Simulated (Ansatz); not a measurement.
**C2H6F2Hf: shape, modes and thermochemistry**

Aim: relax C2H6F2Hf from a cheap starting geometry, then compute its harmonic vibrations to see whether it is a minimum and to get the zero-point energy and entropy, and look at its orbitals and charge.

Method: RKS PBE0-D4/def2-TZVP; program: Ansatz 0.2.0, Gaussian basis.

Levels to be run: relaxation at PBE0-D4/def2-TZVP; harmonic vibrations at the same level; a single point in def2-TZVPP for the fields.

## Step 1: Where the work starts

SMILES `[CH3][Hf]([CH3])([F])[F]`, 11 atoms, charge 0, spin multiplicity 1.

Atoms are counted from 1 here; the program's logs count them from 0.

Bond lengths: C1–Hf2 2.240 Å, C1–H6 1.098 Å, C1–H7 1.104 Å, C1–H8 1.097 Å, Hf2–C3 2.238 Å, Hf2–F4 1.925 Å, Hf2–F5 1.925 Å, C3–H9 1.097 Å, C3–H10 1.102 Å, C3–H11 1.100 Å. Angles: Hf2–C1–H6 116.8°, Hf2–C1–H7 102.3°, Hf2–C1–H8 118.7°, H6–C1–H7 105.8°, H6–C1–H8 106.1°, H7–C1–H8 105.9°, C1–Hf2–C3 137.2°, C1–Hf2–F4 103.3°, C1–Hf2–F5 103.1°, C3–Hf2–F4 103.6°, C3–Hf2–F5 104.1°, F4–Hf2–F5 100.2°, Hf2–C3–H9 121.9°, Hf2–C3–H10 104.7°, Hf2–C3–H11 111.4°, H9–C3–H10 105.9°, H9–C3–H11 106.1°, H10–C3–H11 105.6°.

As a file:

```xyz
11
charge 0, multiplicity 1
C    -1.93694    0.78487    0.36569
Hf    0.08963    0.17130   -0.36500
C     1.77358   -1.11632    0.35317
F    -0.26032   -0.49064   -2.13839
F     0.92937    1.85157   -0.78777
H    -1.96743    1.48957    1.20711
H    -2.34312    1.33459   -0.50142
H    -2.67230    0.00388    0.59686
H     1.95429   -1.29243    1.42036
H     2.68377   -0.62738   -0.03137
H     1.74946   -2.10901   -0.11924
```

The start is a GFN2-xTB geometry. Hf takes the def2 core potential; no spin-orbit term is included.

## Step 2: Optimising with PBE0-D4/def2-TZVP

in.yaml reads:

```yaml
crystal:
  periodic: [false, false, false]
  atoms:
    - {symbol: C, position_ang: [-1.936940, 0.784870, 0.365690]}
    - {symbol: Hf, position_ang: [0.089630, 0.171300, -0.365000]}
    - {symbol: C, position_ang: [1.773580, -1.116320, 0.353170]}
    - {symbol: F, position_ang: [-0.260320, -0.490640, -2.138390]}
    - {symbol: F, position_ang: [0.929370, 1.851570, -0.787770]}
    - {symbol: H, position_ang: [-1.967430, 1.489570, 1.207110]}
    - {symbol: H, position_ang: [-2.343120, 1.334590, -0.501420]}
    - {symbol: H, position_ang: [-2.672300, 0.003880, 0.596860]}
    - {symbol: H, position_ang: [1.954290, -1.292430, 1.420360]}
    - {symbol: H, position_ang: [2.683770, -0.627380, -0.031370]}
    - {symbol: H, position_ang: [1.749460, -2.109010, -0.119240]}
basis:
  gaussian: {orbitals: def2-TZVP}
hamiltonian: {xc: pbe0, dispersion: d4}
relax: {f_tol: 0.005, max_steps: 150}
```

Run with:

```bash
$ ansatz run in.yaml --threads 4 --pin off --events-out ev --progress --plain --max-ram 10444MiB
```

After this run come: Force constants and modes; Fields at the relaxed geometry.

Before running them: what should the planned runs give, taken together? Wanted: point group; shift from the start; total energy; dispersion term; dipole moment; lowest, highest wavenumber; zero-point energy; HOMO, LUMO.

The runs gave:

| quantity | value |
| --- | --- |
| point group | C2v |
| steps | 38 |
| shift from the start (rms) | 0.573 Å |
| total energy | -8912.4937 eV |
| dispersion term | -148 meV |
| dipole moment | 1.27 D |
| lowest, highest wavenumber | 19, 3103 cm⁻¹ |
| zero-point energy | 188.9 kJ/mol |
| entropy at 298.15 K | 412.7 J/(mol K) |
| HOMO, LUMO | -7.91, -0.81 eV |

In words: The atoms moved 0.57 Å (rms) from the start; the bond that changed most is C1–Hf2, from 2.240 to 2.208 Å. All wavenumbers are real, so the end point is a minimum. The stiffest mode, 3103 cm⁻¹, is a C–H stretch, and 7 modes under 200 cm⁻¹ make the vibrational entropy uncertain. Harmonic hybrid wavenumbers usually lie a few per cent above measured fundamentals. The largest Mulliken charge, +1.38 e, sits on Hf2. The HOMO lies mostly on C1, C3 about 27 % each; Hf2 19 % and the LUMO on Hf2 62 %.
